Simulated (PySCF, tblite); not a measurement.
# In14N16H32 (-2): electronic excitations

Wanted: electronic excitations for In14N16H32 (-2).

Programs: tblite 0.8.0 and PySCF 2.14.0, with routines of our own; each step states its level. All values are computed. Atoms count from 0.

### Step 1. The starting structure

62 atoms, charge -2, multiplicity 1; geometry from: force field, distance geometry or constructed start.

### Step 2. Optimising the geometry with GFN2-xTB

Job settings and geometry (Å):

```
{"job": {"kind": "relax", "xc": "GFN2-xTB", "basis": "xTB"}, "charge": -2, "multiplicity": 1}
In    -3.544900    -0.603800     0.515300
In    -3.553000     1.433600    -2.365200
In     1.737500    -1.620900    -2.357300
In    -1.789800    -1.614200    -2.364500
In     3.492000    -0.603200     0.520300
In    -0.031700    -0.602500     0.514300
In     1.732400    -1.616900     3.388800
In    -1.785700    -1.615900     3.393600
In    -1.786400    -3.653700     0.516500
In     3.490200     1.430200    -2.356700
In    -0.030500     1.429800    -2.360400
In     1.729800     2.445600     0.516900
In    -1.792500     2.448300     0.521900
In    -0.026200     1.430400     3.389400
N     -3.552000    -0.596900     2.673500
N     -3.551700     1.431600    -0.195600
N     -1.788700    -1.616700    -0.201000
N     -3.550900    -0.605400    -3.078100
N     -1.789700     2.449400    -3.074600
N      3.495800    -0.601100    -3.074400
N     -0.030700    -0.598200    -3.075600
N      1.731400    -1.617100    -0.202100
N      3.496400    -0.597400     2.679900
N      3.488800     1.426700    -0.203400
N     -0.027900    -0.599400     2.674200
N     -0.034500     1.430100    -0.199400
N     -1.788400    -3.649300     2.672600
N      1.731700     2.448200    -3.075900
N      1.732900     2.448000     2.671300
N     -1.788000     2.448000     2.676700
H      1.735900     2.448200    -4.118200
H      1.730400     3.429400    -2.730200
H      3.492000    -0.601900    -4.119000
H      4.344200    -1.093600    -2.726700
H      4.343300    -1.090500     3.016700
H      3.493500     0.380700     3.017100
H     -3.550600    -0.601900    -4.121200
H     -4.398000    -1.089800    -2.733000
H      1.733400     3.424200     3.019900
H      2.576700     1.960700     3.021200
H     -1.789200     2.445300    -4.113300
H     -1.783200     3.422500     3.023700
H     -2.633400    -4.140900     3.016400
H     -4.396300    -1.092800     3.018200
H      1.728600    -2.597400     0.147200
H     -4.400800     1.922900     0.141400
H     -0.026000    -0.601900    -4.117700
H      4.341800     1.923900     0.147100
H      4.923500     2.256400    -2.941400
H      1.734200    -3.267800    -2.939600
H      1.731400    -3.275800     2.811900
H     -4.972100    -1.425700    -0.066700
H      4.921500    -1.427400    -0.066300
H     -0.363600    -4.478200    -0.069400
H      1.733000     4.096600    -0.064900
H     -1.789600    -1.615600     5.142700
H     -3.211400    -4.482300    -0.068300
H     -1.786400    -3.260900    -2.942300
H     -4.978600     2.255300    -2.937600
H     -0.029300     1.433000     5.141100
H      1.728500    -1.617700     5.143600
H     -1.785200     4.097200    -0.068300
```

Command:

```
OMP_NUM_THREADS=8 python large_run.py task.json out
```

One launch serves the whole session: the jobs run in the order shown.

Standard output:

```text
step      E/eV     max force
  0   -2191.78772    2.441
  1   -2192.46208    1.917
  2   -2193.35643    1.220
  3   -2193.58947    0.746
  4   -2193.68207    0.483
  5   -2193.75136    0.400
  6   -2193.82331    0.432
  7   -2193.87976    0.365
  8   -2193.92969    0.438
  9   -2193.97993    0.346
 10   -2194.03777    0.376
 11   -2194.07939    0.321
 12   -2194.10697    0.260
 13   -2194.13330    0.247
 14   -2194.15908    0.283
 15   -2194.18421    0.352
 16   -2194.20992    0.362
 17   -2194.23446    0.236
 18   -2194.25672    0.240
 19   -2194.27375    0.219
 20   -2194.28448    0.234
 21   -2194.29386    0.165
 22   -2194.30411    0.192
 23   -2194.31393    0.165
 24   -2194.32248    0.233
 25   -2194.33010    0.213
 26   -2194.33758    0.157
 27   -2194.34532    0.154
 28   -2194.35262    0.153
 29   -2194.35947    0.173
 30   -2194.36636    0.151
 31   -2194.37321    0.160
 32   -2194.37967    0.122
 33   -2194.38588    0.136
 34   -2194.39275    0.146
 35   -2194.40071    0.147
 36   -2194.40857    0.125
 37   -2194.41538    0.148
 38   -2194.42173    0.144
 39   -2194.42822    0.133
 40   -2194.43471    0.127
 41   -2194.44095    0.127
 42   -2194.44683    0.127
 43   -2194.45265    0.126
 44   -2194.45798    0.164
 45   -2194.46250    0.227
 46   -2194.46705    0.112
 47   -2194.47321    0.120
 48   -2194.47757    0.151
 49   -2194.48470    0.160
 50   -2194.49160    0.189
 51   -2194.49961    0.149
 52   -2194.50757    0.146
 53   -2194.51565    0.190
 54   -2194.52258    0.192
 55   -2194.53088    0.233
 56   -2194.54057    0.191
 57   -2194.55650    0.195
 58   -2194.57006    0.232
 59   -2194.59049    0.332
 60   -2194.60940    0.273
 61   -2194.62155    0.586
 62   -2194.64655    0.321
 63   -2194.66175    0.238
 64   -2194.68708    0.236
 65   -2194.69934    0.230
 66   -2194.71805    0.173
 67   -2194.72899    0.156
 68   -2194.73939    0.144
 69   -2194.74863    0.185
 70   -2194.75870    0.175
 71   -2194.76768    0.150
 72   -2194.77651    0.144
 73   -2194.78530    0.184
 74   -2194.79375    0.197
 75   -2194.80112    0.133
 76   -2194.80787    0.138
 77   -2194.81466    0.141
 78   -2194.82160    0.164
 79   -2194.82777    0.132
 80   -2194.83330    0.136
 81   -2194.83856    0.136
 82   -2194.84349    0.116
 83   -2194.84776    0.128
 84   -2194.85148    0.099
 85   -2194.85523    0.107
 86   -2194.85915    0.107
 87   -2194.86266    0.119
 88   -2194.86556    0.112
 89   -2194.86829    0.085
 90   -2194.87121    0.099
 91   -2194.87421    0.112
 92   -2194.87684    0.095
 93   -2194.87893    0.069
 94   -2194.88082    0.060
 95   -2194.88283    0.084
 96   -2194.88498    0.097
 97   -2194.88707    0.092
 98   -2194.88895    0.073
 99   -2194.89058    0.066
100   -2194.89209    0.081
101   -2194.89359    0.096
102   -2194.89510    0.070
103   -2194.89653    0.070
104   -2194.89786    0.058
105   -2194.89923    0.079
106   -2194.90088    0.091
107   -2194.90291    0.100
108   -2194.90515    0.093
109   -2194.90728    0.066
110   -2194.90916    0.073
111   -2194.91095    0.073
112   -2194.91264    0.081
113   -2194.91432    0.090
114   -2194.91597    0.080
115   -2194.91809    0.069
116   -2194.91987    0.078
117   -2194.92242    0.092
118   -2194.92483    0.087
119   -2194.92756    0.083
120   -2194.93037    0.112
121   -2194.93323    0.098
122   -2194.93568    0.085
123   -2194.93784    0.075
124   -2194.94006    0.104
125   -2194.94235    0.101
126   -2194.94435    0.142
127   -2194.94654    0.084
128   -2194.94879    0.061
129   -2194.95031    0.077
130   -2194.95189    0.074
131   -2194.95305    0.065
132   -2194.95418    0.047
133   -2194.95519    0.049
134   -2194.95616    0.073
135   -2194.95712    0.060
136   -2194.95819    0.051
137   -2194.95945    0.051
138   -2194.96081    0.050
139   -2194.96209    0.058
140   -2194.96325    0.051
141   -2194.96434    0.044
142   -2194.96532    0.060
143   -2194.96616    0.071
144   -2194.96696    0.063
145   -2194.96779    0.037
146   -2194.96871    0.046
147   -2194.96936    0.053
148   -2194.97005    0.055
149   -2194.97068    0.044
150   -2194.97137    0.047
151   -2194.97209    0.050
152   -2194.97282    0.042
153   -2194.97348    0.037
154   -2194.97406    0.035
155   -2194.97455    0.036
156   -2194.97496    0.033
157   -2194.97533    0.028
158   -2194.97570    0.032
159   -2194.97607    0.034
160   -2194.97643    0.035
161   -2194.97676    0.035
162   -2194.97708    0.031
163   -2194.97742    0.043
164   -2194.97776    0.032
165   -2194.97802    0.023
166   -2194.97822    0.032
167   -2194.97841    0.032
168   -2194.97861    0.039
169   -2194.97884    0.022
170   -2194.97904    0.022
171   -2194.97922    0.034
172   -2194.97941    0.040
173   -2194.97960    0.031
174   -2194.97978    0.022
175   -2194.97993    0.023
176   -2194.98008    0.036
177   -2194.98026    0.040
178   -2194.98045    0.030
179   -2194.98063    0.020
180   -2194.98078    0.024
181   -2194.98092    0.030
182   -2194.98106    0.030
183   -2194.98119    0.021
184   -2194.98132    0.028
185   -2194.98145    0.033
186   -2194.98160    0.026
187   -2194.98179    0.027
188   -2194.98196    0.027
189   -2194.98212    0.029
190   -2194.98226    0.030
191   -2194.98240    0.019
```

Run time: 84 s. Hardware: 8 threads of Intel Xeon Platinum 8259CL at 2.50GHz, shared host; peak memory 0.13 GiB.

Relaxation path:

| step | energy from step 0 (eV) | largest force (eV/Å) |
| --- | --- | --- |
| 0 | 0.0000 | 2.4409 |
| 1 | -0.6744 | 1.9175 |
| 2 | -1.5687 | 1.2205 |
| 3 | -1.8018 | 0.7464 |
| 4 | -1.8944 | 0.4825 |
| 5 | -1.9636 | 0.4005 |
| 6 | -2.0356 | 0.4318 |
| 7 | -2.0920 | 0.3647 |
| 8 | -2.1420 | 0.4376 |
| 24 | -2.5348 | 0.2336 |
| 40 | -2.6470 | 0.1269 |
| 56 | -2.7529 | 0.1909 |
| 73 | -2.9976 | 0.1844 |
| 89 | -3.0806 | 0.0856 |
| 105 | -3.1115 | 0.0786 |
| 121 | -3.1455 | 0.0986 |
| 138 | -3.1731 | 0.0500 |
| 154 | -3.1863 | 0.0351 |
| 170 | -3.1913 | 0.0218 |
| 187 | -3.1941 | 0.0272 |
| 188 | -3.1942 | 0.0275 |
| 189 | -3.1944 | 0.0292 |
| 190 | -3.1945 | 0.0300 |
| 191 | -3.1947 | 0.0195 |

Distances of close pairs at the start and the end, largest changes first:

| bond | before (Å) | after (Å) | change (Å) |
| --- | --- | --- | --- |
| In6–N26 | 4.128 | 2.276 | -1.852 |
| In6–In7 | 3.518 | 3.136 | -0.382 |
| In6–N22 | 2.157 | 2.514 | +0.357 |
| In13–N28 | 2.155 | 2.387 | +0.231 |
| In10–N27 | 2.157 | 2.288 | +0.131 |
| In5–N24 | 2.160 | 2.035 | -0.125 |
| In2–N19 | 2.155 | 2.271 | +0.116 |
| In3–N16 | 2.164 | 2.050 | -0.114 |

The next job starts from the end point, and lists it.

### Step 3. Electronic excitations: TDA PBE0/def2-SVP

Job settings and geometry (Å):

```
{"job": {"kind": "uv", "basis": "def2-SVP", "grid": 1, "kgrid": 0, "vcut": 1.5, "nstates": 6, "ntriplets": 2, "tda": true, "delta": [], "pop": true, "xc": "PBE0"}, "charge": -2, "multiplicity": 1}
In    -3.532405    -0.689913     0.523598
In    -3.462742     1.640220    -2.260008
In     1.507779    -1.734294    -2.293896
In    -1.801983    -1.699412    -2.305638
In     3.319855    -0.705910     0.684563
In    -0.159989    -0.481172     0.581014
In     1.106653    -2.357728     3.101625
In    -1.876932    -1.436350     3.389273
In    -1.462987    -3.534175     0.610687
In     3.473306     1.449669    -2.172955
In    -0.249285     1.387371    -2.317386
In     1.659982     2.472890     0.418865
In    -1.689757     2.549957     0.576949
In    -0.111432     1.417200     3.445146
N     -3.662836    -0.763352     2.571704
N     -3.362864     1.405595    -0.155399
N     -1.720952    -1.561360    -0.262277
N     -3.491054    -0.487642    -2.968627
N     -1.777327     2.395755    -3.233457
N      3.352889    -0.559841    -2.907026
N     -0.067556    -0.607690    -3.109595
N      1.608298    -1.515243    -0.234172
N      2.962048    -0.700672     2.736917
N      3.418062     1.332347    -0.090618
N     -0.051615    -0.493194     2.612759
N      0.030615     1.431520    -0.279195
N     -0.932185    -3.258010     2.641052
N      1.716391     2.333268    -3.007760
N      1.774228     2.566419     2.539256
N     -1.524188     2.700351     2.627999
H      1.734419     2.454203    -4.019987
H      1.599964     3.265076    -2.603569
H      3.540547    -0.638926    -3.906137
H      4.085908    -1.084418    -2.426151
H      3.754135    -0.803218     3.364634
H      2.425902     0.109432     3.042064
H     -3.730730    -0.604648    -3.953265
H     -4.270180    -0.868347    -2.426340
H      1.604543     3.519821     2.851993
H      2.675969     2.289111     2.926306
H     -1.836441     1.994559    -4.171977
H     -1.226739     3.652819     2.840252
H     -1.150195    -4.094027     3.184153
H     -4.350515    -1.485767     2.783337
H      1.514571    -2.449556     0.176068
H     -4.182009     1.846770     0.267302
H     -0.091757    -0.615531    -4.130228
H      4.234529     1.811010     0.293693
H      4.856263     2.237839    -2.796088
H      1.821826    -3.221901    -3.069004
H      2.073427    -3.398265     2.083369
H     -4.889303    -1.330716    -0.444808
H      4.792879    -1.413490     0.083195
H     -0.178557    -4.199709    -0.390983
H      1.909777     4.046521    -0.288475
H     -1.824182    -1.419834     5.110804
H     -3.008304    -4.323211     0.503127
H     -1.863855    -3.189370    -3.148732
H     -5.005693     2.234927    -2.748357
H      0.385414     1.560128     5.091296
H      1.298473    -2.413140     4.797296
H     -1.678233     4.056355    -0.333045
```

Level: TDA PBE0/def2-SVP, vertical, gas phase, core orbitals frozen in the response, virtual orbitals cut by energy.

Standard output:

```text
start: PBE on a coarse grid of 244326 points
cycle   1  E = -3418.5836765514  dE = -1.760e+02  |g| = 2.162e+01  |ddm| = 6.455e+01
cycle   2  E = -1643.7021922550  dE =  1.775e+03  |g| = 5.603e+01  |ddm| = 6.652e+02
cycle   3  E = -2911.9884796509  dE = -1.268e+03  |g| = 2.787e+01  |ddm| = 6.261e+02
cycle   4  E = -1687.0474327614  dE =  1.225e+03  |g| = 5.053e+01  |ddm| = 4.759e+02
cycle   5  E = -3125.8072021007  dE = -1.439e+03  |g| = 2.550e+01  |ddm| = 3.401e+02
cycle   6  E = -3389.8948750697  dE = -2.641e+02  |g| = 1.870e+01  |ddm| = 7.270e+01
cycle   7  E = -3288.9369782576  dE =  1.010e+02  |g| = 2.023e+01  |ddm| = 7.460e+01
cycle   8  E = -3427.6680696346  dE = -1.387e+02  |g| = 1.643e+01  |ddm| = 6.156e+01
cycle   9  E = -3317.6276821399  dE =  1.100e+02  |g| = 2.046e+01  |ddm| = 4.453e+01
cycle  10  E = -3478.1406533937  dE = -1.605e+02  |g| = 1.358e+01  |ddm| = 4.251e+01
cycle  11  E = -3485.5837341500  dE = -7.443e+00  |g| = 1.084e+01  |ddm| = 3.578e+01
cycle  12  E = -3172.4653245527  dE =  3.131e+02  |g| = 2.163e+01  |ddm| = 1.238e+02
cycle  13  E = -3542.1379736760  dE = -3.697e+02  |g| = 5.124e+00  |ddm| = 1.190e+02
cycle  14  E = -3519.6135204582  dE =  2.252e+01  |g| = 8.430e+00  |ddm| = 1.881e+01
cycle  15  E = -3552.5380661231  dE = -3.292e+01  |g| = 3.263e+00  |ddm| = 1.450e+01
cycle  16  E = -3539.6157421014  dE =  1.292e+01  |g| = 6.295e+00  |ddm| = 1.269e+01
cycle  17  E = -3555.2209564120  dE = -1.561e+01  |g| = 1.487e+00  |ddm| = 1.184e+01
cycle  18  E = -3555.0393329622  dE =  1.816e-01  |g| = 1.682e+00  |ddm| = 3.693e+00
cycle  19  E = -3555.7419596472  dE = -7.026e-01  |g| = 4.333e-01  |ddm| = 2.429e+00
cycle  20  E = -3555.7559274416  dE = -1.397e-02  |g| = 3.943e-01  |ddm| = 1.007e+00
cycle  21  E = -3555.7872284022  dE = -3.130e-02  |g| = 1.607e-01  |ddm| = 5.661e-01
cycle  22  E = -3555.7934414998  dE = -6.213e-03  |g| = 5.223e-02  |ddm| = 2.652e-01
cycle  23  E = -3555.7940588300  dE = -6.173e-04  |g| = 1.867e-02  |ddm| = 7.670e-02
cycle  24  E = -3555.7941278389  dE = -6.901e-05  |g| = 8.889e-03  |ddm| = 3.072e-02
final grid: 244326 points
cycle  25  E = -3555.8621925555  dE = -3.662e-02  |g| = 9.141e-02  |ddm| = 1.114e+00
cycle  26  E = -3555.8608842782  dE =  1.308e-03  |g| = 1.081e-01  |ddm| = 3.216e-01
cycle  27  E = -3555.8632665354  dE = -2.382e-03  |g| = 4.645e-02  |ddm| = 2.081e-01
cycle  28  E = -3555.8637691900  dE = -5.027e-04  |g| = 7.587e-03  |ddm| = 5.830e-02
cycle  29  E = -3555.8637766116  dE = -7.422e-06  |g| = 5.195e-03  |ddm| = 1.617e-02
cycle  30  E = -3555.8637818571  dE = -5.246e-06  |g| = 1.289e-03  |ddm| = 6.802e-03
cycle  31  E = -3555.8637825598  dE = -7.026e-07  |g| = 3.566e-04  |ddm| = 1.750e-03
cycle  32  E = -3555.8637826512  dE = -9.148e-08  |g| = 1.157e-04  |ddm| = 4.676e-04
cycle  33  E = -3555.8637839014  dE = -1.250e-06  |g| = 5.333e-05  |ddm| = 1.968e-04
converged SCF energy = -3555.8637839014

Static polarisability (au): isotropic 552.932, principal 512.875 570.425 575.496

Singlet excitations
state   eV       nm        f      main configurations
  1   3.3158    373.9   0.00538   H->L 0.92
  2   3.7340    332.0   0.03007   H-1->L 0.90
  3   3.8259    324.1   0.00182   H->L+1 0.85
  4   3.8640    320.9   0.02198   H-2->L 0.90
  5   3.9191    316.4   0.04094   H-3->L 0.89
  6   4.0452    306.5   0.00357   H->L+2 0.80, H->L+3 0.14

Triplet excitations (Tamm-Dancoff, eV): 3.2295 3.5065
```

Wall time 2.9 min (8 threads of Intel Xeon Platinum 8259CL at 2.50GHz, shared host); peak memory 7.2 GiB.

Frontier orbitals and where they lie:

| orbital | eV | atoms |
| --- | --- | --- |
| HOMO−4 | -1.15 | N24 12 %, N16 9 %, N18 9 % |
| HOMO−3 | -0.93 | N24 17 %, N14 13 %, N26 9 % |
| HOMO−2 | -0.82 | N26 19 %, N14 16 %, In7 6 % |
| HOMO−1 | -0.73 | N29 60 %, In12 6 %, In13 5 % |
| HOMO | -0.26 | N14 50 %, N26 18 %, In0 5 % |
| LUMO | 3.68 | In10 7 %, In9 6 %, In2 6 % |
| LUMO+1 | 4.09 | In9 30 %, In4 9 %, In2 9 % |
| LUMO+2 | 4.29 | In9 28 %, In2 13 %, In11 6 % |
| LUMO+3 | 4.44 | In11 14 %, In9 14 %, In4 8 % |

With each of the 6 states as a Gaussian band of 0.4 eV half-width at 1/e, the curve within the window shown has maxima at 322 nm (ε 3,800) L/(mol cm). Beyond the last state computed it falls off for lack of states. The curve at chosen wavelengths:

(nm, ε (L/mol/cm)): (285, 956), (292, 1617), (299, 2373), (306, 3083), (312, 3542), (319, 3817), (326, 3791), (333, 3511), (340, 3065), (347, 2548), (353, 2107), (360, 1640), (367, 1248), (374, 936), (381, 696), (388, 515), (394, 398), (401, 295), (408, 219), (415, 162), (422, 120), (429, 88), (435, 67), (442, 49), (449, 36), (456, 26)

Ground-state properties from the same run:

| property | computed |
| --- | --- |
| polarisability (Å³) | 81.94 |
| HOMO–LUMO gap (eV) | 3.94 |
| −ε(HOMO) (eV) | 0.26 |

### Step 4. Results

```
                                quantity                        value
          lowest singlet (PBE0/def2-SVP)  3.32 eV (374 nm), f = 0.005
brightest single state of those computed  state 5, 3.92 eV, f = 0.041
                          lowest triplet                      3.23 eV
```

In words: The lowest singlet, at 3.32 eV, is HOMO→LUMO 0.92 and is weak; of the 6 states computed, the strongest absorption comes from state 5 at 3.92 eV. The lowest triplet lies 0.09 eV below the lowest singlet. Spin-orbit coupling, left out, mixes singlets and triplets in elements this heavy. The lowest singlet lies above −ε(HOMO); no detachment energy was computed, so the anion's states may not be bound.
